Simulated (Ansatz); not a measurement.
## NbH, space group I4/mmm: a check of PAW against all-electron LAPW, step by step

Program: Ansatz 0.2.0, Python API.

The cells in order, each with its output:

```python
import ansatz as az
import numpy as np
```

```python
def count_gap(report):
    # lowest empty less highest filled band, counting bands; zero where they overlap
    return max(report.get("gap_by_band_count_ev") or 0.0, 0.0)
```

```python
system = (
    az.Lattice.from_parameters(3.016972, 3.016972, 3.016972, alpha=115.6318, beta=115.6318, gamma=97.74865)
    .atom("Nb", (0.0, 0.0, 0.0))
    .atom("H", (0.5, 0.5, 0.0))
)

len(system.resolved().sites)
```

    2

```python
base = (
    system.calculation()
    .functional("lda")
    .kpoints(12, center="gamma")
    .occupations("cold")
    .mixing("msr1")
    .scf(tolerance=1e-05, extra_bands=16)
    .stress()
    .forces()
    .band_table()
)
variants = {
    "PAW": base.pseudopotentials("paw"),
    "LAPW": base.pseudopotentials("all_electron", lapw=True),
}
# totals differ by the cores that each treatment holds, so compare what does not depend on them
rows = []
for label, variant in variants.items():
    rep = variant.run(threads=1).report
    levels = np.array(rep["eigenvalues_ev"][0]) - rep["fermi_energy_ev"]
    print(label, "levels at the first k-point near E_F:", np.round(levels[np.abs(levels) < 5], 3))
    rows.append((label, rep["n_electrons"], np.trace(rep["stress_gpa"]) / 3, count_gap(rep)))
for row in rows:
    print("; ".join(f"{name} = {round(v, 4) if isinstance(v, float) else v}" for name, v in zip(["treatment", "electrons in bands", "P GPa", "gap by band count eV"], row)))
```

    DeckWarning: basis.ecutwfc = 420 eV, auto-derived from the records' recommended cutoffs: set by Nb (normal level)
    DeckWarning: scf.convergence.dr2_threshold = 1e-5 eV is looser than this run's default, which is 1e-7 eV or tighter. The error in the forces grows as the threshold's square root, so leave the key out unless less accurate forces are enough
    DeckWarning: output.stress: scf.convergence.dr2_threshold = 1e-5 eV is looser than the 2e-10 eV advised for a printed stress (1e-10 eV for each atom of the cell: 2). What an SCF threshold leaves in a stress goes as its square root, and in the free energy as the threshold itself, and one threshold admits the most on a [...]
    PAW levels at the first k-point near E_F: [-0.705 -0.705  0.64   0.889  1.785]
    DeckWarning: output.stress: scf.convergence.dr2_threshold = 1e-5 eV is looser than the 1e-7 eV advised for a printed stress on datasets or a basis made for the crystal, by an estimate of what a threshold leaves in their stress. Set scf.convergence.dr2_threshold to 1e-7 eV or tighter
    LAPW levels at the first k-point near E_F: [-0.704 -0.704  0.64   0.89   1.787]
    treatment = PAW; electrons in bands = 14.0; P GPa = -10.6738; gap by band count eV = 0.0
    treatment = LAPW; electrons in bands = 32.0; P GPa = -10.6935; gap by band count eV = 0.0

PAW gives -10.674 GPa and LAPW -10.694 GPa, 0.020 GPa apart. They took 1.4 and 13.9 s of processor time.

Notes:
- These settings explore the input space; cutoff and mesh may be short of convergence.
- For a metal this k-point mesh is coarse: on a finer one energies can move by several to tens of meV an atom and pressures by half a GPa or more, differences at one mesh by less.
- A gap by band count of zero or less means overlapping bands, a metal.
- At these settings the cell as given stands under about -11 GPa, so it isn't at this functional's equilibrium volume.
- The structure comes from a database of computed cells and needn't be a stable or known phase.
- Gaps and levels are Kohn-Sham values on a finite set of k-points, without spin-orbit coupling.
- Warnings are shown shortened and without file and line.
- Pressure is positive in compression; the treatments may keep other shells as core, so totals and counts of electrons can differ.
- It ran for 16 s on 1 thread of Intel(R) Xeon(R) 6975P-C (Granite Rapids), with other jobs on the host, peak memory 0.67 GiB.
